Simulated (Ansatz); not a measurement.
ScPd3, space group Pm-3m, a test of the smearing width

Computed with Ansatz's Python interface.

The script reads `scpd3.cif`:
```cif
data_ScPd3
_cell_length_a 3.982000
_cell_length_b 3.982000
_cell_length_c 3.982000
_cell_angle_alpha 90.00000
_cell_angle_beta 90.00000
_cell_angle_gamma 90.00000
_symmetry_space_group_name_H-M 'P 1'
_symmetry_Int_Tables_number 1
loop_
_symmetry_equiv_pos_as_xyz
'x, y, z'
loop_
_atom_site_label
_atom_site_type_symbol
_atom_site_fract_x
_atom_site_fract_y
_atom_site_fract_z
Sc1 Sc    0.000000    0.000000    0.000000
Pd2 Pd    0.000000    0.500000    0.500000
Pd3 Pd    0.500000    0.000000    0.500000
Pd4 Pd    0.500000    0.500000    0.000000
```

Run as a notebook:

```python
import warnings

import ansatz as az
from ase.io import read

warnings.simplefilter("ignore", az.DeckWarning)

atoms = read("scpd3.cif")
crystal = az.Crystal.from_ase(atoms)
```

```python
crystal.resolved().sites[-1]
```

    Site(symbol='Pd', position=(0.5, 0.5, 0.0), moment=None, axis=None, held=None, saved=None)

```python
calculation = (
    crystal.calculation()
    .mixing("broyden")
    .kpoints(4, 4, 4, center="monkhorst-pack")
    .scf(tolerance=1e-08, extra_bands=2, self_checks="low")
    .functional(az.Functional.PBESOL)
    .pseudopotentials("nc")
)

rows = []
for value in [0.25, 0.15, 0.1, 0.05, 0.025]:
    summary = calculation.occupations("gaussian", width=value).run(threads=1).report
    rows.append((value, summary["free_energy_ev"] / len(summary["lattice"]["sites"]), summary["n_iterations"], summary["n_kpoints"]))
```

```python
print("  width (eV)   F/atom (eV)    iterations      k-points")
for row in rows:
    print(f"{str(row[0]):>12s}  {row[1]:12.5f}  {row[2]:12d}  {row[3]:12d}")
```

      width (eV)   F/atom (eV)    iterations      k-points
            0.25   -3081.96044            14             4
            0.15   -3081.94997            16             4
             0.1   -3081.94559            15             4
            0.05   -3081.94198            15             4
           0.025   -3081.94026            18             4

```python
# differences from the last row
for row in rows[:-1]:
    shift = 1000 * (row[1] - rows[-1][1])
    print(f"{row[0]}: {shift:+.2f} meV/atom" + ("  (within 2 meV)" if abs(shift) < 2 else ""))
```

    0.25: -20.18 meV/atom
    0.15: -9.71 meV/atom
    0.1: -5.34 meV/atom
    0.05: -1.72 meV/atom  (within 2 meV)

Going from 0.025 to 0.25 eV changes F by -20.2 meV an atom. The report's estimate for zero width moves by -7.0 meV, so the entropy term explains only part of the change.

Caveats:
- For a metal this k-point mesh is coarse: on a finer one energies can move by several to tens of meV an atom and pressures by half a GPa or more, differences at one mesh by less.
- The free energy holds a sizeable smearing term, which stands for no physical temperature.
- The narrowest width needs the finest mesh, so the last row is no converged reference.
- The structure is a deposited one; some such entries were measured under pressure or heat, so a shift against it needn't be the functional's error alone.
- Finished in 15 s on 1 thread of Arm Neoverse V1, with other jobs on the host, peak memory 0.43 GiB.
